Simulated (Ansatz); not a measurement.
# Ta4Ti: the cost of one run

Method: DFT PBE, scalar-relativistic, plane waves, PAW, in Ansatz 0.2.0.

## 1. The system as given

It takes space group Pm-3m (No. 221, cubic). The conventional cell has a = 4.355 Å, b = 4.355 Å, c = 4.355 Å, α = 90.00°, β = 90.00°, γ = 90.00°. Ti (site symmetry m-3m) is surrounded by 6 Ta at 2.18 Å. Around Ta (site symmetry m-3m) lie 12 Ta at 3.08 Å. Ta (site symmetry 4/mmm) has 2 Ti at 2.18 Å as nearest neighbours.

As a file:

```cif
data_structure
_symmetry_space_group_name_H-M 'P 1'
_symmetry_Int_Tables_number 1
_cell_length_a 4.3549
_cell_length_b 4.3549
_cell_length_c 4.3549
_cell_angle_alpha 90.000
_cell_angle_beta 90.000
_cell_angle_gamma 90.000
_cell_volume 82.59
loop_
_atom_site_label
_atom_site_type_symbol
_atom_site_fract_x
_atom_site_fract_y
_atom_site_fract_z
_atom_site_occupancy
Ti1 Ti 0.50000 0.50000 0.50000 1
Ta1 Ta 0.00000 0.00000 0.00000 1
Ta2 Ta 0.50000 0.50000 0.00000 1
Ta3 Ta 0.50000 0.00000 0.50000 1
Ta4 Ta 0.00000 0.50000 0.50000 1
```

Recipe of the guess: species swapped into a database cell of Ni4N (Pm-3m, No. 221), with Ta on the Ni sites and Ti on the N sites. Its size is a rough estimate.

## 2. A first look at the guess

File input.yaml:

```yaml
crystal:
  lattice:
    - [4.35489862, 0.0, 0.0]
    - [0.0, 4.35489862, 0.0]
    - [0.0, 0.0, 4.35489862]
  atoms:
    - { symbol: Ti, position: [0.5, 0.5, 0.5] }
    - { symbol: Ta, position: [0.0, 0.0, 0.0] }
    - { symbol: Ta, position: [0.5, 0.5, 0.0] }
    - { symbol: Ta, position: [0.5, 0.0, 0.5] }
    - { symbol: Ta, position: [0.0, 0.5, 0.5] }
basis:
  ecutwfc: 420
kpoints:
  mp_grid: { grid: [4, 4, 4] }
hamiltonian:
  xc: pbe
scf:
  occupations: { method: gaussian, width: 0.1 }
  lower_state_search: "off"
output:
  forces: true
  stress: true
  eigenvalues: true
```

Command:

```bash
$ ansatz run input.yaml --threads 1 --pin off --max-ram 2560MiB --backend cpu --events-out ev --progress --plain --runs-dir out
```

**Question.** How long does this run take on 1 thread of AMD EPYC (Zen 3), shared host, and how much memory does it need?

About 3.7 s, with a peak of 0.37 GiB.
